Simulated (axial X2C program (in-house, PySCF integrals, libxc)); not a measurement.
# HCuH: bond lengths and stretches, held linear

Aim: the two bond lengths and stretching wavenumbers of linear HCuH, with and without spin–orbit coupling, at PBE0, HF, BHandHLYP, MP2.

Computed with an in-house X2C program for linear molecules on PySCF integrals. Level: all-electron X2C, two-component (2c) or spin-free, H dyall-v3z, Cu dyall-v3z.

All values are calculated.

2 further runs of the same task are left out: 2 set aside as unsound or not needed.

## 1. The job

The input, task.json:

```json
{
 "zs": [
  1,
  29,
  1
 ],
 "q": 0,
 "bas": [
  "dyall-v3z",
  "dyall-v3z",
  "dyall-v3z"
 ],
 "r0": [
  1.44,
  1.44
 ],
 "symm": 1,
 "scan": [
  "PBE0",
  "HF",
  "BHandHLYP"
 ],
 "levels": [
  "PBE0",
  "HF",
  "BHandHLYP"
 ],
 "nst": 2
}
```

Keys: zs atomic numbers; q charge; bas basis sets; r0 starting distance in Å; symm equal bonds; scan levels of the two-bond scan (MP2 follows by itself at each HF point); levels methods; nst determinants followed.

Launch:

```sh
python solin.py task.json out
```

Masses H 1.008, Cu 62.930, H 1.008 u.

## 2. Scan at PBE0, 2c

State: Ω = 1/2 (beyond evenly filled blocks: ω = 1/2). Energies above the lowest point, from the job's result record:

```tsv
r(H–Cu) (Å)	r(Cu–H) (Å)	E (meV)
1.5239	1.5239	0.00
1.5239	1.5630	9.92
1.5239	1.6021	36.41
1.5630	1.5239	9.92
1.5630	1.5630	21.90
1.5630	1.6021	50.27
1.5630	1.6412	92.54
1.6021	1.5239	36.41
1.6021	1.5630	50.27
1.6021	1.6021	80.35
1.6412	1.5630	92.54
1.6412	1.6412	169.40
```

A quadratic surface with cubic terms in each bond gives the minimum at 1.521 and 1.521 Å, force constants 1.98, 1.98 and coupling 0.18 mdyn/Å.

## 3. Scan at HF, 2c

State: Ω = 1/2 (beyond evenly filled blocks: ω = 1/2). Energies above the lowest point, from the job's result record:

```tsv
r(H–Cu) (Å)	r(Cu–H) (Å)	E (meV)
1.5239	1.5239	43.40
1.5239	1.5630	21.30
1.5239	1.6021	20.44
1.5630	1.5239	21.30
1.5630	1.5630	0.06
1.5630	1.6021	0.00
1.5630	1.6412	18.11
1.6021	1.5239	20.44
1.6021	1.5630	0.00
1.6021	1.6021	0.70
1.6412	1.5630	18.11
1.6412	1.6412	39.04
```

A quadratic surface with cubic terms in each bond gives the minimum at 1.582 and 1.582 Å, force constants 2.07, 2.07 and coupling 0.08 mdyn/Å.

## 4. Scan at BHandHLYP, 2c

State: Ω = 1/2 (beyond evenly filled blocks: ω = 1/2). Energies above the lowest point, from the job's result record:

```tsv
r(H–Cu) (Å)	r(Cu–H) (Å)	E (meV)
1.5239	1.5239	0.00
1.5239	1.5630	3.85
1.5239	1.6021	25.86
1.5630	1.5239	3.85
1.5630	1.5630	9.26
1.5630	1.6021	32.72
1.5630	1.6412	71.54
1.6021	1.5239	25.86
1.6021	1.5630	32.72
1.6021	1.6021	57.52
1.6412	1.5630	71.54
1.6412	1.6412	138.83
```

A quadratic surface with cubic terms in each bond gives the minimum at 1.534 and 1.534 Å, force constants 2.09, 2.09 and coupling 0.14 mdyn/Å.

## 5. Comparison

| level | r(H–Cu) (Å) | r(Cu–H) (Å) | lower stretch (cm⁻¹) | upper stretch (cm⁻¹) |
| --- | --- | --- | --- | --- |
| PBE0, 2c | 1.521 | 1.521 | 1766.8 | 1904.9 |
| HF, 2c | 1.582 | 1.582 | 1858.4 | 1901.1 |
| BHandHLYP, 2c | 1.534 | 1.534 | 1839.5 | 1937.4 |
| MP2, 2c | 1.505 | 1.505 | 1909.3 | 1973.5 |
| PBE0, spin-free | 1.521 | 1.521 | 1767.6 | 1906.0 |
| HF, spin-free | 1.580 | 1.580 | 1858.7 | 1905.6 |
| BHandHLYP, spin-free | 1.534 | 1.534 | 1839.7 | 1938.7 |

Scans not shown above were run alike.

In words: Over the levels the H–Cu bond spans 1.505 to 1.582 Å and the Cu–H bond 1.505 to 1.582 Å. At PBE0 spin–orbit coupling leaves both bonds unchanged to 0.001 Å. Each state is one determinant, the lowest of a limited PBE0 search; the stretches come from a fit to few points and are good to some per cent at best. The stretches are sorted by size, and where the two bonds are alike the symmetric and antisymmetric modes can swap order between levels. MP2 freezes inner shells (threshold -2 hartree). The molecule was held linear; bending was not examined, so a bent shape may lie lower.
